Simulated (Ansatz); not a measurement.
**CH2BCl (SMILES B[C]Cl) at UMP2/STO-3G**

Aim: the electronic atomisation energy of CH2BCl at UMP2/STO-3G, from 5 runs. 

The results are computed with Ansatz 0.2.0.

85 further runs of the same task are left out: 9 that didn't finish, 76 set aside as unsound or not needed.

## Step 1: Starting point

The species is CH2BCl (5 atoms), meant as a triplet with charge 0. SMILES: `B[C]Cl`. The coordinates come from a GFN2-xTB relaxation.

Bond lengths: B1–C2 1.474 Å, C2–Cl3 1.628 Å, B1–H4 1.177 Å, B1–H5 1.169 Å. Angles: B1–C2–Cl3 141.8°, C2–B1–H4 120.1°, C2–B1–H5 119.8°, H4–B1–H5 120.1°.

## Step 2: A single-point energy at UMP2/STO-3G

The input, run.yaml:

```yaml
crystal:
  periodic: [false, false, false]
  atoms:
    - {symbol: B, position_ang: [0.414180, 0.139370, -0.472520]}
    - {symbol: C, position_ang: [-0.487440, 0.280880, 0.684730]}
    - {symbol: Cl, position_ang: [-1.470630, -0.583120, 1.652980]}
    - {symbol: H, position_ang: [0.575730, -0.915570, -0.969770]}
    - {symbol: H, position_ang: [0.968160, 1.078440, -0.895430]}
basis:
  gaussian:
    orbitals: STO-3G
accuracy: high
correlation:
  method: mp2
  frozen_orbitals: {B: 1, C: 1, Cl: 5, H: 0}
magnetization:
  spin_polarized: true
  initial_magnetization: 2
```

Started as:

```console
$ ansatz run run.yaml --threads 1 --pin off --max-ram 2610MiB --events-out events.jsonl --progress --plain --runs-dir runs
```

What it wrote:

```text
Warning: RAYON_NUM_THREADS=1 ignored (pool sized by the plan → 1); use --threads N
Functional definition: HF
  name "HF"
  exchange = exact_x
  correlation = 0
370 factors; integrals over basis functions are off by at most 6.8e-9 eV
mean field evaluation 1: about -14077.4245 eV, gradient 1.2e1 eV
mean field evaluation 2: about -14077.4885 eV, gradient 1.2e1 eV
mean field evaluation 4: about -14079.0714 eV, gradient 2.1e0 eV
mean field evaluation 8: about -14079.2002 eV, gradient 1.2e-4 eV
mean field -14079.19836573 eV, -517.4009967171 hartree, gradient 9.6e-9 eV, S^2 2.015272; 0 other end points of the search recorded, 0 dependent functions left out
7 core orbitals not correlated: weight in the atoms' cores, before any rotation towards them, 1.000 or more for the frozen orbitals, at most 0.000 for the correlated occupied ones
reference -14079.19836573 eV, -517.4009967171 hartree; 9, 7 occupied and 5, 7 virtual orbitals, 370 factors
second order -1.75734834 eV of doubles, -0.00000000 eV of singles
Total energy: -14080.95571407 eV, -517.4655780775 hartree
```

Wall time 0.12 s (1 thread of Arm Neoverse V2, shared host).

## Step 3: The B atom, same level

The input, run.yaml:

```yaml
crystal:
  periodic: [false, false, false]
  atoms:
    - symbol: B
      position_ang: [0.000000, 0.000000, 0.000000]
basis:
  gaussian: {orbitals: STO-3G}
total_charge: 0
magnetization: {spin_polarized: true, initial_magnetization: 1}
accuracy: high
correlation: {method: mp2, frozen_orbitals: {B: 1}}
```

Started as:

```console
$ ansatz run run.yaml --threads 1 --pin off --max-ram 2610MiB --events-out events.jsonl --progress --plain --runs-dir runs
```

What it wrote:

```text
Warning: RAYON_NUM_THREADS=1 ignored (pool sized by the plan → 1); use --threads N
[... 4 set-up lines as earlier in the session ...]
15 factors; integrals over basis functions are off by at most 8.9e-10 eV
mean field evaluation 1: about -657.1275 eV, gradient 2.3e-14 eV
mean field evaluation 2: about -657.1275 eV, gradient 0.0e0 eV
mean field evaluation 4: about -656.8531 eV, gradient 1.9e0 eV
mean field evaluation 8: about -656.8531 eV, gradient 1.9e0 eV
mean field -657.12745801 eV, -24.1489886649 hartree, gradient 0.0e0 eV, S^2 0.750000; 4 other end points of the search recorded, 0 dependent functions left out
1 core orbitals not correlated: weight in the atoms' cores, before any rotation towards them, 1.000 or more for the frozen orbitals, at most 0.000 for the correlated occupied ones
reference -657.12745801 eV, -24.1489886649 hartree; 2, 1 occupied and 2, 3 virtual orbitals, 15 factors
second order -0.50768279 eV of doubles, 0.00000000 eV of singles
Total energy: -657.63514080 eV, -24.1676456634 hartree
```

It took 0.04 s on 1 thread of Arm Neoverse V2, shared host.

## Step 4: The C atom at the same level

The input, in.yaml:

```yaml
crystal:
  periodic: [false, false, false]
  atoms:
    - {symbol: C, position_ang: [0.000000, 0.000000, 0.000000]}
basis:
  gaussian:
    orbitals: STO-3G
magnetization:
  spin_polarized: true
  initial_magnetization: 2
correlation:
  method: mp2
  frozen_orbitals: {C: 1}
accuracy: high
```

Run the same way, it converges to -37.20823 Eh (log not shown).

## Step 5: The Cl atom at the same level

The input, run.yaml:

```yaml
crystal:
  periodic: [false, false, false]
  atoms:
    - {symbol: Cl, position_ang: [0.000000, 0.000000, 0.000000]}
basis:
  gaussian: {orbitals: STO-3G}
magnetization: {spin_polarized: true, initial_magnetization: 1}
correlation: {method: mp2, frozen_orbitals: {Cl: 5}}
accuracy: high
```

Run the same way, it converges to -454.54219 Eh (log not shown).

## Step 6: The H atom: the energy at UHF/STO-3G

The input, molecule.yaml:

```yaml
basis:
  gaussian:
    orbitals: STO-3G
crystal:
  periodic: [false, false, false]
  atoms:
    - symbol: H
      position_ang: [0.000000, 0.000000, 0.000000]
magnetization:
  spin_polarized: true
  initial_magnetization: 1
hamiltonian:
  xc: hf
accuracy: high
```

Started as:

```console
$ ansatz run molecule.yaml --threads 1 --pin off --max-ram 2610MiB --events-out events.jsonl --progress --plain --runs-dir runs
```

What it wrote:

```text
Warning: RAYON_NUM_THREADS=1 ignored (pool sized by the plan → 1); use --threads N
[... 4 set-up lines as earlier in the session ...]
1 factors; integrals over basis functions are off by at most 4.6e-10 eV
mean field evaluation 1: about -12.6963 eV, gradient 0.0e0 eV
mean field evaluation 2: about -12.6963 eV, gradient 0.0e0 eV
mean field -12.69633895 eV, -0.4665818504 hartree, gradient 0.0e0 eV, S^2 0.750000; 0 other end points of the search recorded, 0 dependent functions left out
reference -12.69633895 eV, -0.4665818504 hartree; 1, 0 occupied and 0, 1 virtual orbitals, 1 factors
Total energy: -12.69633895 eV, -0.4665818504 hartree
```

It took 0.02 s on 1 thread of Arm Neoverse V2, shared host.

## Step 7: Outcome

At UMP2/STO-3G, 7 core orbitals frozen:

```
                                             quantity          value
                               molecule: total energy  -517.46558 Eh
molecule: correlation energy (7 core orbitals frozen)      -64.6 mEh
          molecule: ⟨S²⟩ of the reference determinant          2.015
                                 B atom: total energy   -24.16765 Eh
   B atom: correlation energy (1 core orbital frozen)      -18.7 mEh
            B atom: ⟨S²⟩ of the reference determinant          0.750
                                 C atom: total energy   -37.20823 Eh
   C atom: correlation energy (1 core orbital frozen)       -9.8 mEh
            C atom: ⟨S²⟩ of the reference determinant          2.000
                                Cl atom: total energy  -454.54219 Eh
 Cl atom: correlation energy (5 core orbitals frozen)        0.0 mEh
           Cl atom: ⟨S²⟩ of the reference determinant          0.750
                                 H atom: total energy    -0.46658 Eh
                                         H atom: ⟨S²⟩          0.750
                        electronic atomisation energy      16.717 eV
```

In words: Taking the molecule apart into free atoms costs 16.72 eV (1613 kJ/mol), before zero-point energy and without spin-orbit coupling. In a minimal basis such a difference can be off by several eV, whatever the method.
